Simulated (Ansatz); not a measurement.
# Al (fcc type): the cost of one run

Program: Ansatz 0.2.0. Level of theory: DFT PBE, with the methods named in each step. These are calculated values, not measurements.

## Step 1: The system as given

The structure is cubic, space group Fm-3m (No. 225). Conventional cell: a = 4.041 Å, b = 4.041 Å, c = 4.041 Å, α = 90.00°, β = 90.00°, γ = 90.00°. Around Al (site symmetry m-3m) lie 12 Al at 2.86 Å.

Structure file:

```cif
data_structure
_symmetry_space_group_name_H-M 'Fm-3m'
_symmetry_Int_Tables_number 225
_cell_length_a 4.0411
_cell_length_b 4.0411
_cell_length_c 4.0411
_cell_angle_alpha 90.000
_cell_angle_beta 90.000
_cell_angle_gamma 90.000
_cell_volume 65.99
loop_
_atom_site_label
_atom_site_type_symbol
_atom_site_symmetry_multiplicity
_atom_site_Wyckoff_symbol
_atom_site_fract_x
_atom_site_fract_y
_atom_site_fract_z
_atom_site_occupancy
Al1 Al 4 a 0.00000 0.00000 0.00000 1
```

The file gives the conventional cell by its symmetry; the runs use the cell typed in the input.

Atoms are numbered in the order of the input: Al1, Al2.

## Step 2: Bulk in the slab's orientation, LAPW

Contents of input.yaml:

```yaml
crystal:
  lattice:
    - [2.020547281, 2.020547281, 0.0]
    - [-2.020547281, 2.020547281, 0.0]
    - [0.0, 0.0, 4.041094562]
  atoms:
    - { symbol: Al, position: [0.0, 0.0, 0.0] }
    - { symbol: Al, position: [0.5, 0.5, 0.5] }
kpoints:
  mp_grid: { grid: [14, 14, 10] }
scf:
  occupations: { method: fermi_dirac, width: 0.08 }
hamiltonian:
  xc: pbe
  pseudopotentials: { kind: all_electron, lapw: { basis_error: 0.001 } }
output:
  forces: true
  stress: true
  eigenvalues: true
```

Launch:

```sh
$ ansatz run input.yaml --threads 1 --pin off --max-ram 3584MiB --backend cpu --events-out ev --progress --plain --runs-dir out
```

**Question.** How long does this run take on 1 thread of Arm Neoverse V2, shared host, and how much memory does it need?

About 8.4 s, with a peak of 0.31 GiB.
